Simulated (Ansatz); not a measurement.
**A single-point run on CaNi4P3**

Aim: for CaNi4P3, a known structure type filled with other elements, at an estimated volume, find its forces and stress, its levels, and how its atoms share the electrons. The atoms and the cell stay fixed.

All numbers below are computed with Ansatz 0.2.0 (DFT, PBE, no spin polarisation, plane waves, PAW).

**1. The structure**

It takes space group P4/mmm (No. 123, tetragonal). The conventional cell has a = 3.932 Å, b = 3.932 Å, c = 7.209 Å, α = 90.00°, β = 90.00°, γ = 90.00°. Around Ca (site symmetry 4/mmm) lie 8 P at 2.98 Å and 8 Ni at 3.06 Å. Ni (site symmetry 2mm) has 4 P at 2.33 to 2.34 Å and 1 Ni at 2.51 Å as nearest neighbours. P (site symmetry 4/mmm) is surrounded by 8 Ni at 2.33 Å. P (site symmetry 4mm) has 1 P at 2.15 Å and 4 Ni at 2.34 Å and 4 Ca at 2.98 Å as nearest neighbours.

Its coordinates follow in the input file.

The run starts from a saved solution of this cell (checkpoint.read), perhaps found on another mesh.

**2. Self-consistent run**

Input file input.yaml:

```yaml
crystal:
  lattice:
    - [3.932237, 0.0, 0.0]
    - [0.0, 3.932237, 0.0]
    - [0.0, 0.0, 7.209215]
  atoms:
    - { symbol: Ca, position: [0.0, 0.0, 0.5] }
    - { symbol: Ni, position: [0.5, 0.0, 0.17411] }
    - { symbol: Ni, position: [0.0, 0.5, 0.17411] }
    - { symbol: Ni, position: [0.5, 0.0, 0.82589] }
    - { symbol: Ni, position: [0.0, 0.5, 0.82589] }
    - { symbol: P, position: [0.0, 0.0, 0.0] }
    - { symbol: P, position: [0.5, 0.5, 0.3508] }
    - { symbol: P, position: [0.5, 0.5, 0.6492] }
  symmetry: { tolerance: 0.0003 }
kpoints:
  mp_grid: { grid: [9, 9, 5], shift: [0, 0, 0] }
  band_path:
    path:
      - [0.0, 0.0, 0.0]
      - [0.0, 0.5, 0.0]
      - [0.5, 0.5, 0.0]
      - [0.0, 0.0, 0.0]
      - [0.0, 0.0, 0.5]
      - [0.0, 0.5, 0.5]
      - [0.5, 0.5, 0.5]
      - [0.0, 0.0, 0.5]
      - [0.0, 0.5, 0.0]
      - [0.0, 0.5, 0.5]
      - [0.5, 0.5, 0.0]
    npoints: 6
magnetization:
  spin_polarized: false
scf:
  occupations: { method: fermi_dirac }
  lower_state_search: "off"
  max_iter: 200
hamiltonian:
  pseudopotentials: { kind: paw }
  xc: pbe
basis:
  ecutwfc: 420
  fft_grid_basis: typed
output:
  forces: true
  stress: true
  eigenvalues: true
  bader: true
  populations: true
  elf: true
  write_potential: true
  volumetric_format: npy
  dos:
    e_range: [-12, 8]
    de: 0.05
    projected: { site_lists: { Ca: [Ca], Ni: [Ni], P: [P] } }
checkpoint:
  read: saved_state
```

Before running it: what results should come out? Wanted: largest force; pressure; character; Bader charges.

As calculated:

```
                                                 quantity                                   value
                                            largest force                         1.780 eV/Å on P
                                                 pressure                                -4.6 GPa
           formation energy (elements from separate runs)                           -0.69 eV/atom
                                                character                                   metal
density of states, mean within 0.25 eV of the Fermi level                     5.9 per eV per cell
                                            Bader charges  Ca +1.33, Ni +0.12, P -0.66 to -0.47 e
```

What this shows: The cell is metallic; within 0.25 eV of the Fermi level the density of states averages 5.9 per eV per cell, mostly Ni d (62 %) and P p (25 %). Ca loses most charge (+1.33 e on average) and P gains most (-0.60 e). At -4.6 GPa the cell is stretched and would shrink, and unequal principal stresses would change its shape. Set against separate runs on the elements (Ca fcc, Ni fcc, P black phosphorus), it forms at -0.69 eV per atom, so it is bound against them, though other compounds may compete.

Caveats: no spin polarisation, so a magnetic state may lie lower.
